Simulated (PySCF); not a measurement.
**RuSH2: one geometry, several methods**

Aim: at the PBE0 minimum of triplet RuSH2, found before, compare methods on energies and levels.

The runs use PySCF 2.14.0; several methods, basis Ru def2-TZVP with ECP28, S def2-TZVP, H def2-TZVP, scalar-relativistic core potentials, no spin–orbit coupling, density fitting.

### 1 Starting geometry

4 atoms, charge 0, spin multiplicity 3.

Bond lengths: Ru1–S2 2.021 Å, Ru1–H3 1.607 Å, Ru1–H4 1.607 Å. Angles: S2–Ru1–H3 113.2°, S2–Ru1–H4 113.2°, H3–Ru1–H4 133.6°.

```xyz
4
charge 0 multiplicity 3
Ru    0.2330    0.4036    0.0000
S    -0.7775   -1.3465    0.0000
H     1.8285    0.2126    0.0000
H    -0.7300    1.6899    0.0000
```

### 2 PBE0

The steps are one call of a driver around PySCF; scf.py gives each level's set-up. Each SCF starts from the density of the minimum. The driver also runs the species with one electron less or more at the same geometry (one less: multiplicity 2, one more: multiplicity 2); their logs are not shown.

The input, scf.py:

```python
from pyscf import gto, scf, dft
mol = gto.M(atom='''
Ru     0.233047     0.403602     0.000000
S     -0.777488    -1.346490    -0.000000
H      1.828548     0.212580    -0.000000
H     -0.730002     1.689934     0.000000''',
    basis={'Ru': 'def2-TZVP', 'S': 'def2-TZVP', 'H': 'def2-TZVP'},
    ecp={'Ru': 'def2-TZVP'},
    charge=0, spin=2)
mf = dft.UKS(mol, xc='PBE0')
mf.grids.atom_grid = (99, 590)
aux = {'Ru': 'def2-universal-JKFIT', 'S': 'def2-universal-JKFIT', 'H': 'def2-universal-JKFIT'}
mf = mf.density_fit(auxbasis=aux)
mf.kernel()
```

### 3 HF

scf.py: that of step 2 with these lines changed.

```diff
@@ -10,2 +10 @@
-mf = dft.UKS(mol, xc='PBE0')
-mf.grids.atom_grid = (99, 590)
+mf = scf.UHF(mol)
```

### 4 MP2

scf.py: that of step 3 with these lines changed.

```diff
@@ -13,0 +14,2 @@
+from pyscf.mp import dfump2
+dfump2.DFUMP2(mf, frozen=5).kernel()  # the driver gives MP2 a fitting basis of its own (RI)
```

### 5 PBE

scf.py: that of step 4 with these lines changed.

```diff
@@ -10 +10,2 @@
-mf = scf.UHF(mol)
+mf = dft.UKS(mol, xc='PBE')
+mf.grids.atom_grid = (99, 590)
@@ -14,2 +14,0 @@
-from pyscf.mp import dfump2
-dfump2.DFUMP2(mf, frozen=5).kernel()  # the driver gives MP2 a fitting basis of its own (RI)
```

(Steps that only read results are left out.)

Before running it: what results should come out? Wanted: atomisation energy, range; vertical ionisation energy, range; vertical electron affinity, range; orbital gap, range.

**Answer**, as computed:

```
                         quantity                         value
        atomisation energy, range  302 (HF) to 987 (PBE) kJ/mol
vertical ionisation energy, range    8.08 (HF) to 9.73 (MP2) eV
vertical electron affinity, range    1.01 (HF) to 1.65 (PBE) eV
               orbital gap, range    0.87 (PBE) to 8.89 (HF) eV
```

**Reading.** The atomisation energy spreads over 685 kJ/mol, from HF to PBE; without a CCSD(T) value for it there is no yardstick here. Spin contamination is strong in at least one of the open-shell species at HF, MP2. Without diffuse functions electron affinities tend to come out too low. Open d and f shells are described by one determinant, and the ground state may have another occupation or spin.
